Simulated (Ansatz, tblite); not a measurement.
# The cluster In₂₀+: rung by rung

How do method and basis change the picture of the cluster In₂₀+ (doublet)?

Method: as each input shows; program: Ansatz 0.2.0, Gaussian basis.

The runs, in order: GFN1-xTB, PBE-D4/def2-TZVP, r2SCAN-D4/def2-TZVP, B3LYP-D4/def2-TZVP, PBE-D4/def2-SVP, PBE0-D4/def2-SVP, MP2/def2-SVP.

2 further runs of the same task are left out: 2 set aside as unsound or not needed. Runs told in other sessions of the task aren't counted.

**1. The geometry**

The geometry is that of the doublet, from an earlier relaxation (PBE-D4/def2-SVP, loosely relaxed).

20 atoms, charge 1, spin multiplicity 2.

Bond lengths: In1–In2 3.164 Å, In1–In3 2.997 Å, In1–In6 3.200 Å, In1–In8 3.161 Å, In2–In4 3.340 Å, In2–In6 3.393 Å, In2–In7 2.962 Å, In2–In9 3.294 Å, In2–In10 2.931 Å, In3–In4 3.081 Å, In3–In5 3.127 Å, In3–In10 3.283 Å, In4–In8 3.069 Å, In4–In9 3.385 Å, In4–In13 2.949 Å, In4–In15 3.211 Å, In5–In15 3.115 Å, In6–In8 3.264 Å and more. Angles: In2–In1–In3 79.1°, In2–In1–In6 64.4°, In2–In1–In8 73.4°, In3–In1–In6 143.5°, In3–In1–In8 110.9°, In6–In1–In8 61.7°, In1–In2–In4 64.4°, In1–In2–In6 58.3°, In1–In2–In7 106.4°, In1–In2–In9 125.1°, In1–In2–In10 103.5°, In4–In2–In6 102.1°, In4–In2–In7 81.5°, In4–In2–In9 61.4°, In4–In2–In10 67.1°, In6–In2–In7 69.9°, In6–In2–In9 126.9°, In6–In2–In10 161.8° and more.

Geometry (Å):

```xyz
20
In20
In   -3.8526   -1.3551    1.1594
In   -2.3968   -0.8370   -1.6016
In   -4.6828    1.4701    0.6038
In   -1.6179    1.2826    0.8591
In   -3.7754    4.4279    0.1493
In   -2.2288   -3.8410   -0.0336
In    0.4321   -1.6276   -1.2192
In   -0.7487   -1.5288    1.7311
In    0.0751    1.2893   -2.0718
In   -3.0894    1.9409   -2.2280
In    0.8259   -4.0823    0.5531
In    2.7446   -1.7978    1.6080
In    1.2631    0.7036    1.1118
In    2.4612    2.9792   -0.7141
In   -0.8954    3.8698   -0.8997
In    3.8989   -4.9075    0.9662
In    3.4992   -2.8380   -1.3947
In    2.9315    0.0528   -1.7215
In    4.4968    0.9364    1.2227
In    0.6427    3.8119    1.9430
```

In takes a core potential in the def2 sets. No spin-orbit coupling is included. The ion is computed in the gas phase, without counter-ions or solvent.

PBE0-D4/def2-TZVP was run before; its log isn't repeated, and its numbers join the tables.

**2. GFN1-xTB**

Tight binding, by tblite at 300 K electronic temperature and without a spin-polarisation term:

```python
tblite.interface.Calculator('GFN1-xTB', numbers, positions, charge=1, uhf=1).singlepoint()
```

Energy -832.7484 eV; 0.16 s.

**3. PBE-D4/def2-TZVP**

start.molden holds the orbitals of an earlier run on this state, given as this run's starting guess.

File in.yaml:

```yaml
crystal:
  periodic: [false, false, false]
  atoms:
    - {symbol: In, position_ang: [-3.852618, -1.355104, 1.159379]}
    - {symbol: In, position_ang: [-2.396827, -0.836963, -1.601563]}
    - {symbol: In, position_ang: [-4.682779, 1.470091, 0.603846]}
    - {symbol: In, position_ang: [-1.617934, 1.282559, 0.859098]}
    - {symbol: In, position_ang: [-3.775362, 4.427895, 0.149333]}
    - {symbol: In, position_ang: [-2.228753, -3.840982, -0.033563]}
    - {symbol: In, position_ang: [0.432078, -1.627648, -1.219167]}
    - {symbol: In, position_ang: [-0.748701, -1.528822, 1.731139]}
    - {symbol: In, position_ang: [0.075125, 1.289293, -2.071777]}
    - {symbol: In, position_ang: [-3.089376, 1.940910, -2.227983]}
    - {symbol: In, position_ang: [0.825895, -4.082346, 0.553112]}
    - {symbol: In, position_ang: [2.744586, -1.797827, 1.608030]}
    - {symbol: In, position_ang: [1.263073, 0.703607, 1.111790]}
    - {symbol: In, position_ang: [2.461200, 2.979224, -0.714111]}
    - {symbol: In, position_ang: [-0.895448, 3.869849, -0.899728]}
    - {symbol: In, position_ang: [3.898891, -4.907472, 0.966188]}
    - {symbol: In, position_ang: [3.499187, -2.837957, -1.394741]}
    - {symbol: In, position_ang: [2.931542, 0.052814, -1.721537]}
    - {symbol: In, position_ang: [4.496832, 0.936418, 1.222692]}
    - {symbol: In, position_ang: [0.642688, 3.811861, 1.942962]}
basis:
  gaussian: {orbitals: def2-TZVP, fitting: {mean_field: def2-universal-jkfit}, initial_orbitals: start.molden}
total_charge: 1
magnetization: {spin_polarized: true, initial_magnetization: 1}
hamiltonian: {xc: pbe, dispersion: d4}
scf: {omitted_lower_state_checks: [starts]}
output: {forces: true, orbitals: {seedname: orbitals}}
```

Started as:

```console
> ansatz run in.yaml --threads 5 --pin off --events-out ev --progress --plain --max-ram 66560MiB --backend cuda --devices 0, --max-vram 37GiB
```

The runs that follow: r2SCAN-D4/def2-TZVP; B3LYP-D4/def2-TZVP; PBE-D4/def2-SVP; PBE0-D4/def2-SVP; MP2/def2-SVP.

Q: Predict the results of all the runs planned. Wanted: gap in def2-TZVP, named functionals, smallest and largest; correlation energy, MP2/def2-SVP; ⟨S²⟩ in def2-TZVP, named functionals, smallest and largest; PBE0 total energy, smallest basis above largest.

**Answer**, as computed:

| quantity | value |
| --- | --- |
| gap in def2-TZVP, named functionals, smallest and largest | 0.16 eV (PBE-D4), 0.99 eV (PBE0-D4) |
| correlation energy, MP2/def2-SVP | -55.51 eV |
| ⟨S²⟩ in def2-TZVP, named functionals, smallest and largest | 0.754, 0.772 |
| PBE0 total energy, smallest basis above largest | 2.73 eV (def2-SVP, def2-TZVP) |

**Reading.** Over the named functionals in def2-TZVP the gap runs from 0.16 eV (PBE-D4) to 0.99 eV (PBE0-D4); exact exchange widens it. Over the named functionals in def2-TZVP spin contamination reaches 0.02 (r2SCAN-D4), which is small.
